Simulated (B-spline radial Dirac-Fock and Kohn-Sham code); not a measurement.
# Elastic scattering of electrons by Ge

The question: how strongly Ge scatters electrons elastically, and to which angles, at 6 energies.

Program: B-spline radial Dirac-Fock and Kohn-Sham code, version 3. Model: Dirac partial waves in the static field of the Dirac-Fock density with Furness-McCarthy exchange, no polarisation or absorption. All values are calculated, but those marked as tabulated.

## 1. What is computed

Atomic germanium, [Ar] 3d10 4s2 4p2.

| Property | Result |
| --- | --- |
| nuclear charge | 32 |
| electrons | 32 |
| mass number | 74 |
| nuclear rms radius | 4.0742 fm |

## 2. 50.00 eV

The run's settings:

```ini
task = elastic
Z = 32
charge = 0
configuration = 1s2 2s2 2p6 3s2 3p6 3d10 4s2 4p2
mass_number = 74
rms_radius = 4.0742  # fm
projectile = electron
energy = 50  # eV
theta = [0, 1, 2, 3, 5, 7, 10, 15, 20, 25, 30, 40, 50, 60, 70, 80, 90, 100, 110, 120, 130, 140, 150, 160, 170, 180]  # deg
```

## 3. 300.0 eV

Recorded inputs:

```ini
task = elastic
projectile = electron
energy = 300  # eV
theta = [0, 1, 2, 3, 5, 7, 10, 15, 20, 25, 30, 40, 50, 60, 70, 80, 90, 100, 110, 120, 130, 140, 150, 160, 170, 180]  # deg
```

## 4. 1500 eV

The run's settings:

```ini
task = elastic
projectile = electron
energy = 1500  # eV
theta = [0, 1, 2, 3, 5, 7, 10, 15, 20, 25, 30, 40, 50, 60, 70, 80, 90, 100, 110, 120, 130, 140, 150, 160, 170, 180]  # deg
```

## 5. 5000 eV

Recorded inputs:

```ini
task = elastic
projectile = electron
energy = 5000  # eV
theta = [0, 1, 2, 3, 5, 7, 10, 15, 20, 25, 30, 40, 50, 60, 70, 80, 90, 100, 110, 120, 130, 140, 150, 160, 170, 180]  # deg
```

## 6. 30000 eV

Recorded inputs:

```ini
task = elastic
projectile = electron
energy = 30000  # eV
theta = [0, 1, 2, 3, 5, 7, 10, 15, 20, 25, 30, 40, 50, 60, 70, 80, 90, 100, 110, 120, 130, 140, 150, 160, 170, 180]  # deg
```

## 7. 200000 eV

The run's settings:

```ini
task = elastic
projectile = electron
energy = 200000  # eV
theta = [0, 1, 2, 3, 5, 7, 10, 15, 20, 25, 30, 40, 50, 60, 70, 80, 90, 100, 110, 120, 130, 140, 150, 160, 170, 180]  # deg
```

(Steps that only read results are left out.)

Q: Predict the outcome of this session. Wanted: largest Sherman function.

**Answer**, as computed:

```
                quantity                     value
σ at 50.00 and 200000 eV      19.6 and 0.170 bohr²
    backward share there        5.82 and 0.00992 %
largest Sherman function  -0.124 at 100°, 50.00 eV
```

**Reading.** The ratio of σ to the transport cross section, the collisions needed for the electron to lose its direction, goes from 4.2 at 50.00 eV to 570 at 200000 eV. Deep diffraction minima show in the angular distribution up to 300.0 eV. Under about 200 eV a static field without polarisation is a poor model.
